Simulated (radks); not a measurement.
# Br²⁴⁺ in [He] 2s2 2p5.75 3s1 4s0.25: an all-electron calculation

Aim: the levels, the sizes of the orbitals and the parts of the energy of the bromine ion Br24+.

The numbers are computed with radks (a radial shooting solver on a logarithmic mesh, Libxc functionals) version 1 (scalar-relativistic Kohn-Sham, B86b exchange with PBE correlation, spin-polarised, spherical densities, finite nucleus; open shells are filled with parallel spins first), except any that are marked as measured or tabulated.

## Step 1: The system

- element: bromine (Z = 35)
- charge: +24
- electrons: 11
- configuration: [He] 2s2 2p5.75 3s1 4s0.25
- nuclear rms radius: 4.1629 fm

## Step 2: The run

Input:

```text
Z 35
configuration [He] 2s2 2p5.75 3s1 4s0.25 3p0 3d0 5s0 4f0
relativity scalar-relativistic
functional b86_mgc,pbe
spin polarised
nucleus finite rms 4.1629 fm
c 137.035999084
```

Run with:

```console
python run_ks.py task.json out
```

The same process makes all the runs of this session.

**Question.** What will this run give?

The runs gave:

| quantity | value |
| --- | --- |
| total energy | -2212.18289 hartree |
| exchange-correlation share of it | 2.62 % |
| −T/E | 1.0252 |
| highest occupied level | 4s up, -587.82 eV |
| most extended occupied level | 4s up, <r> = 0.849 bohr |
| radius at density 0.001 e/bohr³ | 1.47 bohr |
| maxima of the radial density | 2 |

What this shows: The radial density shows 2 maxima for 4 occupied principal shells; where shells overlap, one shows as a shoulder or not at all. −T/E is 1.025: with relativity the kinetic term as defined here no longer equals −E. This is not the tabulated ground configuration, so its levels and sizes aren't those of the ground state, and no measured value stands beside it.
